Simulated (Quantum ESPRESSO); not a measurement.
The system is CuF2.

```
CELL_PARAMETERS angstrom
1.51335 0.87373 4.57543
-1.51335 0.87373 4.57543
0.00000 -1.74747 4.57543
ATOMIC_POSITIONS crystal
Cu 0.00000 0.00000 0.00000
F 0.25200 0.25200 0.25200
F 0.74800 0.74800 0.74800
```

The cell was built by a generator and needn't be a form met in nature.

Base run:

```yaml
Program: Quantum ESPRESSO 7.5
Functional: LDA
Potentials_or_basis: GBRV 1.5 LDA
Cutoff: 762 eV
Density_cutoff: 6095 eV
k_mesh: 7 × 7 × 7
Occupations: gaussian, width 0.05 eV
Spin: collinear spin, ferromagnetic start
Starting_moments: "[1.0, 0.0, 0.0] μB"
Hubbard_terms: Cu d U = 2 eV
```

Its results: band gap on the k mesh none (metal or under the smearing width); pressure -9.8 GPa; net moment 1.00 μB per cell; site moments Cu +0.69; F +0.16 μB; largest force 1.335 eV/Å.

**Question.** After a change of settings the same cell gave: band gap on the k mesh none (metal or under the smearing width); pressure -9.0 GPa; net moment 1.00 μB per cell; site moments Cu +0.65; F +0.18 μB; largest force 1.288 eV/Å. Which change was it?
A. hubbard terms from Cu d U = 2 eV to Cu d U = 1 eV
B. hubbard terms from Cu d U = 2 eV to Cu d U = 6 eV
C. hubbard terms from Cu d U = 2 eV to none

**Answer.** B.

Caveats: a cell with one magnetic atom can't hold antiferromagnetic order, which such compounds often take; forces of over 1 eV/Å show positions far from the minimum, so gaps and moduli don't describe the material at rest.
